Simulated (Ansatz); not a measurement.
# Co2Si: a trial structure relaxed

Aim: relax Co2Si from this start, AlB2 type (P6/mmm, No. 191), and see where it ends.

Program: Ansatz 0.2.0. Level of theory: DFT r2SCAN, scalar-relativistic, plane waves, PAW. These are calculated values, not measurements.

## (1) The system as given

Symmetry: P6/mmm, No. 191, hexagonal system. Conventional cell: a = 3.235 Å, b = 3.235 Å, c = 3.493 Å, α = 90.00°, β = 90.00°, γ = 120.00°. Co (site symmetry -6m2) is surrounded by 3 Co at 1.87 Å and 6 Si at 2.56 Å. Around Si (site symmetry 6/mmm) lie 12 Co at 2.56 Å.

As a file:

```xyz
3
Lattice="3.2354 0.0000 0.0000 -1.6177 2.8020 0.0000 0.0000 0.0000 3.4934" Properties=species:S:1:pos:R:3 pbc="T T T"
Co    0.0000    1.8680    1.7467
Co    1.6177    0.9340    1.7467
Si    0.0000    0.0000    0.0000
```

(A quick probe on a coarse mesh, which set the mesh and smearing, is not shown.)

## (3) A loose first relaxation

The input, input.yaml:

```yaml
crystal:
  lattice:
    - [3.2354147094, 0.0, 0.0]
    - [-1.6177073547, 2.8019513301, 0.0]
    - [0.0, 0.0, 3.4933879753]
  atoms:
    - { symbol: Co, position: [0.3333333333, 0.6666666667, 0.5], spin: 1.12 }
    - { symbol: Co, position: [0.6666666667, 0.3333333333, 0.5], spin: 1.12 }
    - { symbol: Si, position: [0.0, 0.0, 0.0] }
basis:
  ecutwfc: 500
kpoints:
  mp_grid: { grid: [6, 6, 6] }
hamiltonian:
  xc: r2scan
scf:
  occupations: { method: gaussian, width: 0.1 }
  lower_state_search: "off"
output:
  forces: true
  stress: true
  eigenvalues: true
  populations: true
magnetization:
  spin_polarized: true
relax:
  adjacent_minimum: "off"
  f_tol: 0.04
  max_steps: 70
  cell: { stress_tol: 0.4 }
```

Run with:

```console
> ansatz run input.yaml --threads 1 --pin off --max-ram 3072MiB --backend cpu --events-out ev --progress --plain --runs-dir out
```

Further runs follow: full relaxation.

Q: Predict the outcome of this session.

The runs gave:

Formation energies count from the elements, computed with the same settings in runs not shown here.

```
                          quantity                                                                       value
                              cell  a = 3.912 Å, b = 3.912 Å, c = 2.476 Å, α = 90.00°, β = 90.00°, γ = 120.00°
                       space group                                                            P6/mmm (No. 191)
                            volume                                                               10.94 Å³/atom
                   gap on the mesh                                                                none (metal)
formation energy from the elements                                                              +0.110 eV/atom
                    largest moment                                                                     1.46 μB
```

In words: The space group stayed P6/mmm, and from the first guess the volume went from 10.56 to 10.94 Å³/atom. The formation energy of +0.11 eV/atom is positive, so the elements lie lower than this structure; another structure of the compound can lie lower. Other magnetic orders or occupations could lie lower; they were not searched in full.
